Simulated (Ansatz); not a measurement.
**CH₃F₂NSi: geometry optimisation**

Aim: relax CH₃F₂NSi at this level.

Method: RKS wB97X-V/def2-SVP; program: Ansatz 0.2.0.

1 further run of the same task is left out (set aside as unsound or not needed).

## Step 1: The starting structure

SMILES `FC=N[SiH2]F`, 8 atoms, charge 0, spin multiplicity 1.

Atoms are counted from 1 here; the program's logs count them from 0.

Bond lengths: F1–C2 1.344 Å, C2–N3 1.253 Å, C2–H6 1.113 Å, N3–Si4 1.736 Å, Si4–F5 1.644 Å, Si4–H7 1.495 Å, Si4–H8 1.495 Å. Angles: F1–C2–N3 121.6°, F1–C2–H6 109.5°, N3–C2–H6 129.0°, C2–N3–Si4 130.1°, N3–Si4–F5 111.5°, N3–Si4–H7 108.1°, N3–Si4–H8 108.1°, F5–Si4–H7 108.2°, F5–Si4–H8 108.2°, H7–Si4–H8 112.9°.

Coordinates:

```mol
CH3F2NSi
  3D, bonds by distance, orders not assigned

  8  7  0  0  0  0  0  0  0  0999 V2000
   -1.7222    1.7597    1.2269 F   0  0
   -0.9780    0.6999    0.8691 C   0  0
   -0.2217    0.7365   -0.1298 N   0  0
    0.8240   -0.4844   -0.7853 Si  0  0
    0.7565   -1.8721    0.0937 F   0  0
   -1.1584   -0.1376    1.5802 H   0  0
    2.2266    0.0312   -0.7354 H   0  0
    0.3653   -0.7901   -2.1751 H   0  0
  1  2  8  0
  2  3  8  0
  2  6  8  0
  3  4  8  0
  4  5  8  0
  4  7  8  0
  4  8  8  0
M  END
```

## Step 2: Relaxation

input.yaml

```yaml
crystal:
  periodic: [false, false, false]
  atoms:
    - { symbol: F, position_ang: [-1.722235, 1.759695, 1.226915] }
    - { symbol: C, position_ang: [-0.977957, 0.699872, 0.869089] }
    - { symbol: "N", position_ang: [-0.221665, 0.736465, -0.129814] }
    - { symbol: Si, position_ang: [0.824012, -0.484427, -0.785263] }
    - { symbol: F, position_ang: [0.756453, -1.872105, 0.093678] }
    - { symbol: H, position_ang: [-1.158372, -0.137609, 1.580206] }
    - { symbol: H, position_ang: [2.226623, 0.031157, -0.735363] }
    - { symbol: H, position_ang: [0.36534, -0.790148, -2.175149] }
basis:
  gaussian: { orbitals: def2-SVP }
hamiltonian:
  xc: { name: wB97X-V }
output:
  forces: true
relax:
  f_tol: 0.003
  max_steps: 120
```

Launch:

```
$ ansatz run input.yaml --threads 1 --pin off --max-ram 2560MiB --backend cpu --events-out ev --progress --plain --runs-dir out
```

Output:

```text
Warning: RAYON_NUM_THREADS=1 ignored (pool sized by the plan → 1); use --threads N
The last accepted step is kept in <dir> (removed where the run ends without a failure and the disk answers)
Engine: ansatz 0.2.0, aarch64-unknown-linux-gnu
Functional definition: wB97X-V
  parameter omega = 0.3/bohr
  parameter cx = 0.167
  parameter cx1 = 0.603
  parameter cx2 = 1.194
  parameter css0 = 0.556
  parameter css1 = -0.257
  parameter cos0 = 1.219
  parameter cos1 = -1.850
  parameter b = 6.0
  parameter c = 0.01
  exchange = spin_sum(e_x_unif_sr(omega)*poly(b97_u_x, 1 - cx, cx1, cx2)) + cx*exact_x_sr(omega) + exact_x_lr(omega)
  correlation = spin_sum(e_c_pw_same_spin*poly(b97_u_same, css0, css1))
      + integral(e_c_pw_opposite_spin*poly(b97_u_opposite, cos0, cos1)) + vv10(b, c)
941 factors; integrals over basis functions are off by at most 3.5e-4 eV
286 factors; integrals over basis functions are off by at most 4.4e-7 eV
mean field evaluation 1: about -15871.9638 eV, gradient 4.7e1 eV
mean field evaluation 2: about -15871.6422 eV, gradient 5.1e1 eV
mean field evaluation 4: about -15876.1469 eV, gradient 2.4e0 eV
mean field evaluation 8: about -15876.1754 eV, gradient 1.8e-1 eV
mean field evaluation 16: about -15876.1755 eV, gradient 3.5e-5 eV
mean field -15876.17554496 eV, -583.4386900189 hartree, gradient 3.5e-5 eV, S^2 0.000000; 0 other end points of the search recorded, 0 dependent functions left out
the calculation of the forces begins
reference -15876.17554355 eV, -583.4386899672 hartree; 24, 24 occupied and 65, 65 virtual orbitals, 941 factors
relax step   1: F+E_penalty+E_count = -15876.17554496 eV  Δ(F+E_penalty+E_count) = +0.000e0 eV  max|allowed force component| = 7.104e-1 eV/Å  Δτ_max = 0.0000 Å  (28 SCF iters, accepted)
these checks for a lower state are left out or cut short: starts, cluster_reference, orbital_swaps, neighbouring_geometries, increment
941 factors; integrals over basis functions are off by at most 3.5e-4 eV
286 factors; integrals over basis functions are off by at most 4.3e-7 eV
mean field -15876.19379019 eV, -583.4393605188 hartree, gradient 8.5e-5 eV, S^2 0.000000; 0 other end points of the search recorded, 0 dependent functions left out
the calculation of the forces begins
reference -15876.19378879 eV, -583.4393604672 hartree; 24, 24 occupied and 65, 65 virtual orbitals, 941 factors
relax step   2: F+E_penalty+E_count = -15876.19379019 eV  Δ(F+E_penalty+E_count) = -1.825e-2 eV  max|allowed force component| = 2.162e-1 eV/Å  Δτ_max = 0.0252 Å  (29 SCF iters, accepted)
these checks for a lower state are left out or cut short: starts, cluster_reference, orbital_swaps, neighbouring_geometries, increment
941 factors; integrals over basis functions are off by at most 3.5e-4 eV
286 factors; integrals over basis functions are off by at most 4.3e-7 eV
mean field -15876.19610422 eV, -583.4394455580 hartree, gradient 8.7e-5 eV, S^2 0.000000; 0 other end points of the search recorded, 0 dependent functions left out
the calculation of the forces begins
reference -15876.19610282 eV, -583.4394455065 hartree; 24, 24 occupied and 65, 65 virtual orbitals, 941 factors
relax step   3: F+E_penalty+E_count = -15876.19610422 eV  Δ(F+E_penalty+E_count) = -2.314e-3 eV  max|allowed force component| = 4.553e-2 eV/Å  Δτ_max = 0.0199 Å  (29 SCF iters, accepted)
these checks for a lower state are left out or cut short: starts, cluster_reference, orbital_swaps, neighbouring_geometries, increment
941 factors; integrals over basis functions are off by at most 3.5e-4 eV
286 factors; integrals over basis functions are off by at most 4.3e-7 eV
mean field evaluation 32: about -15876.1964 eV, gradient 1.3e-5 eV
mean field -15876.19635939 eV, -583.4394549351 hartree, gradient 1.3e-5 eV, S^2 0.000000; 0 other end points of the search recorded, 0 dependent functions left out
the calculation of the forces begins
reference -15876.19635799 eV, -583.4394548836 hartree; 24, 24 occupied and 65, 65 virtual orbitals, 941 factors
relax step   4: F+E_penalty+E_count = -15876.19635939 eV  Δ(F+E_penalty+E_count) = -2.552e-4 eV  max|allowed force component| = 2.646e-2 eV/Å  Δτ_max = 0.0086 Å  (26 SCF iters, accepted)
these checks for a lower state are left out or cut short: starts, cluster_reference, orbital_swaps, neighbouring_geometries, increment
941 factors; integrals over basis functions are off by at most 3.5e-4 eV
286 factors; integrals over basis functions are off by at most 4.3e-7 eV
mean field -15876.19658048 eV, -583.4394630601 hartree, gradient 8.4e-5 eV, S^2 0.000000; 0 other end points of the search recorded, 0 dependent functions left out
the calculation of the forces begins
reference -15876.19657908 eV, -583.4394630085 hartree; 24, 24 occupied and 65, 65 virtual orbitals, 941 factors
relax step   5: F+E_penalty+E_count = -15876.19658048 eV  Δ(F+E_penalty+E_count) = -2.211e-4 eV  max|allowed force component| = 4.447e-2 eV/Å  Δτ_max = 0.0117 Å  (29 SCF iters, accepted)
these checks for a lower state are left out or cut short: starts, cluster_reference, orbital_swaps, neighbouring_geometries, increment
941 factors; integrals over basis functions are off by at most 3.6e-4 eV
286 factors; integrals over basis functions are off by at most 4.3e-7 eV
mean field -15876.19681240 eV, -583.4394715829 hartree, gradient 8.5e-5 eV, S^2 0.000000; 0 other end points of the search recorded, 0 dependent functions left out
the calculation of the forces begins
reference -15876.19681099 eV, -583.4394715313 hartree; 24, 24 occupied and 65, 65 virtual orbitals, 941 factors
relax step   6: F+E_penalty+E_count = -15876.19681240 eV  Δ(F+E_penalty+E_count) = -2.319e-4 eV  max|allowed force component| = 8.598e-3 eV/Å  Δτ_max = 0.0136 Å  (29 SCF iters, accepted)
these checks for a lower state are left out or cut short: starts, cluster_reference, orbital_swaps, neighbouring_geometries, increment
941 factors; integrals over basis functions are off by at most 3.6e-4 eV
286 factors; integrals over basis functions are off by at most 4.3e-7 eV
mean field -15876.19681801 eV, -583.4394717893 hartree, gradient 2.1e-5 eV, S^2 0.000000; 0 other end points of the search recorded, 0 dependent functions left out
the calculation of the forces begins
reference -15876.19681661 eV, -583.4394717377 hartree; 24, 24 occupied and 65, 65 virtual orbitals, 941 factors
relax step   7: F+E_penalty+E_count = -15876.19681801 eV  Δ(F+E_penalty+E_count) = -5.615e-6 eV  max|allowed force component| = 1.657e-2 eV/Å  Δτ_max = 0.0042 Å  (25 SCF iters, accepted)
these checks for a lower state are left out or cut short: starts, cluster_reference, orbital_swaps, neighbouring_geometries, increment
941 factors; integrals over basis functions are off by at most 3.6e-4 eV
286 factors; integrals over basis functions are off by at most 4.3e-7 eV
mean field -15876.19682359 eV, -583.4394719943 hartree, gradient 2.9e-5 eV, S^2 0.000000; 0 other end points of the search recorded, 0 dependent functions left out
the calculation of the forces begins
reference -15876.19682219 eV, -583.4394719427 hartree; 24, 24 occupied and 65, 65 virtual orbitals, 941 factors
relax step   8: F+E_penalty+E_count = -15876.19682359 eV  Δ(F+E_penalty+E_count) = -5.579e-6 eV  max|allowed force component| = 3.284e-3 eV/Å  Δτ_max = 0.0016 Å  (22 SCF iters, accepted)
these checks for a lower state are left out or cut short: starts, cluster_reference, orbital_swaps, neighbouring_geometries, increment
941 factors; integrals over basis functions are off by at most 3.6e-4 eV
286 factors; integrals over basis functions are off by at most 4.3e-7 eV
mean field -15876.19682359 eV, -583.4394719943 hartree, gradient 1.7e-5 eV, S^2 0.000000; 0 other end points of the search recorded, 0 dependent functions left out
the calculation of the forces begins
reference -15876.19682219 eV, -583.4394719427 hartree; 24, 24 occupied and 65, 65 virtual orbitals, 941 factors
relax step   9: F+E_penalty+E_count = -15876.19682359 eV  Δ(F+E_penalty+E_count) = -4.184e-11 eV  max|allowed force component| = 3.279e-3 eV/Å  Δτ_max = 0.0000 Å  (16 SCF iters, accepted)
these checks for a lower state are left out or cut short: starts, cluster_reference, orbital_swaps, neighbouring_geometries, increment
941 factors; integrals over basis functions are off by at most 3.6e-4 eV
286 factors; integrals over basis functions are off by at most 4.3e-7 eV
mean field -15876.19682129 eV, -583.4394719096 hartree, gradient 1.9e-5 eV, S^2 0.000000; 0 other end points of the search recorded, 0 dependent functions left out
the calculation of the forces begins
reference -15876.19681988 eV, -583.4394718580 hartree; 24, 24 occupied and 65, 65 virtual orbitals, 941 factors
relax step  10: F+E_penalty+E_count = -15876.19682129 eV  Δ(F+E_penalty+E_count) = +2.304e-6 eV  max|allowed force component| = 5.303e-3 eV/Å  Δτ_max = 0.0011 Å  (22 SCF iters, rejected (line search))
these checks for a lower state are left out or cut short: starts, cluster_reference, orbital_swaps, neighbouring_geometries, increment
941 factors; integrals over basis functions are off by at most 3.6e-4 eV
286 factors; integrals over basis functions are off by at most 4.3e-7 eV
mean field evaluation 64: about -15876.1968 eV, gradient 1.5e-5 eV
mean field -15876.19682511 eV, -583.4394720502 hartree, gradient 1.6e-5 eV, S^2 0.000000; 0 other end points of the search recorded, 0 dependent functions left out
the calculation of the forces begins
reference -15876.19682371 eV, -583.4394719987 hartree; 24, 24 occupied and 65, 65 virtual orbitals, 941 factors
relax step  11: F+E_penalty+E_count = -15876.19682511 eV  Δ(F+E_penalty+E_count) = -1.523e-6 eV  max|allowed force component| = 5.537e-4 eV/Å  Δτ_max = 0.0005 Å  (22 SCF iters, accepted)
941 factors; integrals over basis functions are off by at most 3.6e-4 eV
286 factors; integrals over basis functions are off by at most 4.3e-7 eV
mean field -15876.19682511 eV, -583.4394720502 hartree, gradient 1.6e-5 eV, S^2 0.000000; 1 other end points of the search recorded, 0 dependent functions left out
the calculation of the forces begins
reference -15876.19682371 eV, -583.4394719987 hartree; 24, 24 occupied and 65, 65 virtual orbitals, 941 factors
Total energy: -15876.19682371 eV, -583.4394719987 hartree
Atom 0 at    -1.714390     1.720711     1.238972 Å, force     0.000099    -0.000005    -0.000160 eV/Å
Atom 1 at    -0.963311     0.692133     0.854559 Å, force    -0.000198    -0.000102     0.000162 eV/Å
Atom 2 at    -0.222617     0.760781    -0.142364 Å, force     0.000435     0.000277    -0.000480 eV/Å
Atom 3 at     0.815473    -0.465706    -0.784851 Å, force    -0.000202     0.000044     0.000098 eV/Å
Atom 4 at     0.706767    -1.815311     0.125572 Å, force     0.000033     0.000072    -0.000062 eV/Å
Atom 5 at    -1.117458    -0.161051     1.540572 Å, force    -0.000254    -0.000257     0.000554 eV/Å
Atom 6 at     2.215868     0.012473    -0.730953 Å, force     0.000035    -0.000006    -0.000042 eV/Å
Atom 7 at     0.371867    -0.801129    -2.157210 Å, force     0.000053    -0.000024    -0.000070 eV/Å
Dipole moment:     0.037579    -0.147693     0.035684 e Å
```

Wall time 2.1 min (1 thread of Arm Neoverse V1, shared host); peak memory 0.25 GiB.

Step by step:

```
step  energy from step 1 (eV)  largest force component (eV/Å)
   1                   0.0000                          0.7104
   2                  -0.0182                          0.2162
   3                  -0.0206                          0.0455
   4                  -0.0208                          0.0265
   5                  -0.0210                          0.0445
   6                  -0.0213                          0.0086
   7                  -0.0213                          0.0166
   8                  -0.0213                          0.0033
   9                  -0.0213                          0.0033
  10                  -0.0213                          0.0053
  11                  -0.0213                          0.0006
```

Distances of close pairs at the start and the end, largest changes first:

```
  bond  before (Å)  after (Å)  change (Å)
Si4–H7       1.495      1.481      -0.014
Si4–H8       1.495      1.481      -0.014
 F1–C2       1.344      1.330      -0.013
Si4–F5       1.644      1.632      -0.012
 C2–N3       1.253      1.244      -0.010
 C2–H6       1.113      1.106      -0.008
N3–Si4       1.736      1.731      -0.005
```

## Step 3: Summary of results

```
             quantity      value
        energy gained  0.0213 eV
root mean square move    0.043 Å
        dipole moment     0.75 D
```

**Reading.** Bond lengths: F1–C2 1.330 Å, C2–N3 1.244 Å, C2–H6 1.106 Å, N3–Si4 1.731 Å, Si4–F5 1.632 Å, Si4–H7 1.481 Å, Si4–H8 1.481 Å. Angles: F1–C2–N3 121.7°, F1–C2–H6 109.8°, N3–C2–H6 128.5°, C2–N3–Si4 128.0°, N3–Si4–F5 109.8°, N3–Si4–H7 109.0°, N3–Si4–H8 109.0°, F5–Si4–H7 108.0°, F5–Si4–H8 108.0°, H7–Si4–H8 113.0°. No frequencies were computed here.
